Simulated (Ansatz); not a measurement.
# Li2WO2: the cost of one run

Method: DFT r2SCAN, scalar-relativistic, plane waves, PAW, in Ansatz 0.2.0.

1 further run of the same task is left out (set aside as unsound or not needed).

### 1 The structure to begin with

It takes space group I4/mmm (No. 139, tetragonal). The conventional cell has a = 3.458 Å, b = 3.458 Å, c = 9.072 Å, α = 90.00°, β = 90.00°, γ = 90.00°. Li (site symmetry -4m2) has 4 O at 2.06 Å in its first shell of neighbours. W (site symmetry 4/mmm) is surrounded by 8 O at 2.70 Å and 8 Li at 2.85 Å. O (site symmetry 4mm) is surrounded by 4 Li at 2.06 Å and 4 W at 2.70 Å.

Structure file:

```cif
data_structure
_symmetry_space_group_name_H-M 'I4/mmm'
_symmetry_Int_Tables_number 139
_cell_length_a 3.4576
_cell_length_b 3.4576
_cell_length_c 9.0719
_cell_angle_alpha 90.000
_cell_angle_beta 90.000
_cell_angle_gamma 90.000
_cell_volume 108.45
loop_
_atom_site_label
_atom_site_type_symbol
_atom_site_symmetry_multiplicity
_atom_site_Wyckoff_symbol
_atom_site_fract_x
_atom_site_fract_y
_atom_site_fract_z
_atom_site_occupancy
Li1 Li 4 d 0.50000 0.00000 0.25000 1
W1 W 2 a 0.00000 0.00000 0.00000 1
O1 O 4 e 0.50000 0.50000 0.12600 1
```

(A quick probe on a coarse mesh, which set the mesh and smearing, is not shown.)

### 3 Coarse relaxation

Contents of input.yaml:

```yaml
crystal:
  lattice:
    - [-1.7287938442, 1.7287938442, 4.5359442447]
    - [1.7287938442, -1.7287938442, 4.5359442447]
    - [1.7287938442, 1.7287938442, -4.5359442447]
  atoms:
    - { symbol: Li, position: [0.25, 0.75, 0.5] }
    - { symbol: Li, position: [0.75, 0.25, 0.5] }
    - { symbol: W, position: [0.0, 0.0, 0.0], spin: 2.71 }
    - { symbol: O, position: [0.626, 0.626, 0.0], spin: 0.16 }
    - { symbol: O, position: [0.374, 0.374, 0.0], spin: 0.16 }
basis:
  ecutwfc: 500
kpoints:
  mp_grid: { grid: [8, 8, 8] }
hamiltonian:
  xc: r2scan
scf:
  occupations: { method: gaussian, width: 0.1 }
  lower_state_search: "off"
output:
  forces: true
  stress: true
  eigenvalues: true
  populations: true
magnetization:
  spin_polarized: true
relax:
  adjacent_minimum: "off"
  f_tol: 0.04
  max_steps: 70
  cell: { stress_tol: 0.4 }
```

Run with:

```bash
> ansatz run input.yaml --threads 1 --pin off --max-ram 2560MiB --backend cpu --events-out ev --progress --plain --runs-dir out
```

Q: Estimate wall time and peak memory on 1 thread of Arm Neoverse V1, shared host.

About 7 min, with a peak of 0.75 GiB.
